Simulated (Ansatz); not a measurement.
# CH11NSi3: the cost of one run

Program: Ansatz 0.2.0. Level of theory: RKS PBE0-D4/6-31G. These are calculated values, not measurements.

## 1. Starting point

Bond lengths (14 of 15 bonds, heavy atoms first): N1–Si2 1.685 Å, Si2–C3 1.813 Å, C3–Si4 1.819 Å, Si4–Si5 2.324 Å, N1–H6 1.087 Å, N1–H7 1.039 Å, Si2–H8 1.482 Å, Si2–H9 1.473 Å, C3–H10 1.136 Å, C3–H11 1.104 Å, Si4–H12 1.451 Å, Si4–H13 1.584 Å, Si5–H14 1.517 Å, Si5–H15 1.477 Å. Angles (14 of 27 angles, heavy atoms first): N1–Si2–C3 109.1°, Si2–C3–Si4 111.9°, C3–Si4–Si5 112.9°, N1–Si2–H8 105.6°, N1–Si2–H9 105.2°, C3–Si2–H8 110.3°, C3–Si2–H9 113.3°, Si2–N1–H6 107.4°, Si2–N1–H7 111.1°, Si2–C3–H10 110.3°, Si2–C3–H11 111.7°, Si4–C3–H10 109.9°, Si4–C3–H11 109.5°, C3–Si4–H12 111.2°.

Structure file:

```xyz
16

N    -0.5025    1.8917    2.2724
Si   -0.7953    0.7284    1.0889
C     0.6942   -0.2813    0.8662
Si    0.4650   -1.5582   -0.4083
Si    0.3403   -0.6809   -2.5562
H    -1.4279    2.4424    2.4221
H     0.1244    2.6398    1.9149
H    -1.0931    1.4869   -0.1487
H    -1.9521   -0.0400    1.5812
H     0.9932   -0.7663    1.8495
H     1.5732    0.3371    0.6149
H     1.5115   -2.5603   -0.3397
H    -0.9116   -2.2911   -0.1307
H    -0.8407    0.2670   -2.6516
H     1.5864    0.0758   -2.7909
H     0.2123   -1.7136   -3.5397
```

## 2. End point A

input.yaml

```yaml
crystal:
  periodic: [false, false, false]
  atoms:
    - { symbol: "N", position_ang: [-0.5025, 1.8917, 2.2724] }
    - { symbol: Si, position_ang: [-0.7953, 0.7284, 1.0889] }
    - { symbol: C, position_ang: [0.6942, -0.2813, 0.8662] }
    - { symbol: Si, position_ang: [0.465, -1.5582, -0.4083] }
    - { symbol: Si, position_ang: [0.3403, -0.6809, -2.5562] }
    - { symbol: H, position_ang: [-1.4279, 2.4424, 2.4221] }
    - { symbol: H, position_ang: [0.1244, 2.6398, 1.9149] }
    - { symbol: H, position_ang: [-1.0931, 1.4869, -0.1487] }
    - { symbol: H, position_ang: [-1.9521, -0.04, 1.5812] }
    - { symbol: H, position_ang: [0.9932, -0.7663, 1.8495] }
    - { symbol: H, position_ang: [1.5732, 0.3371, 0.6149] }
    - { symbol: H, position_ang: [1.5115, -2.5603, -0.3397] }
    - { symbol: H, position_ang: [-0.9116, -2.2911, -0.1307] }
    - { symbol: H, position_ang: [-0.8407, 0.267, -2.6516] }
    - { symbol: H, position_ang: [1.5864, 0.0758, -2.7909] }
    - { symbol: H, position_ang: [0.2123, -1.7136, -3.5397] }
basis:
  gaussian: { orbitals: "6-31G" }
hamiltonian:
  xc: pbe0
  dispersion: d4
relax:
  f_tol: 0.015
  max_steps: 40
```

Command:

```bash
$ ansatz run input.yaml --threads 1 --pin off --max-ram 2048MiB --backend cpu --events-out ev --progress --plain --runs-dir out
```

What time and memory should one allow on 1 thread of Arm Neoverse V2, shared host?

About 98 s, with a peak of 0.2 GiB.
